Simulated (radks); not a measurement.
# Nd⁴⁺ in [Xe] 5f2: an all-electron calculation

What are the levels of the neodymium ion Nd4+, how large are its shells, and how does its energy divide?

Program: radks (a radial shooting solver on a logarithmic mesh, Libxc functionals) version 1. Level of theory: Dirac Kohn-Sham, OLYP, spin-unpolarised, spherical densities, point nucleus; open shells are shared between the two j in proportion to 2j + 1. These are calculated values, not measurements, unless marked.

### Step 1. The atom as given

| Item | Value |
| --- | --- |
| element | neodymium (Z = 60) |
| charge | +4 |
| electrons | 56 |
| configuration | [Xe] 5f2 |

Outer shells as boxes (Hund's rule):

Nd⁴⁺
```
[Xe] core
5f [↑ ][↑ ][  ][  ][  ][  ][  ]
```

### Step 2. The calculation

Settings of this run:

```text
Z 60
configuration [Xe] 5f2 6s0 4f0
relativity Dirac
functional optx,lyp
spin unpolarised
j_filling average
nucleus point
c 137.035999084
```

What does the calculation give?

**Answer**, as computed:

```
                        quantity                   value
                    total energy      -9627.3301 hartree
exchange-correlation share of it                  2.32 %
                            −T/E                  1.0787
          highest occupied level       5f7/2, -20.823 eV
    most extended occupied level  5f7/2, <r> = 3.02 bohr
 radius at density 0.001 e/bohr³               4.46 bohr
    maxima of the radial density                       4
```

5 principal shells are occupied and 4 maxima appear in the radial density; where shells overlap, one shows as a shoulder or not at all. Relativity lifts −T/E to 1.079. This is not the tabulated ground configuration, so its levels and sizes aren't those of the ground state, and no measured value stands beside it.
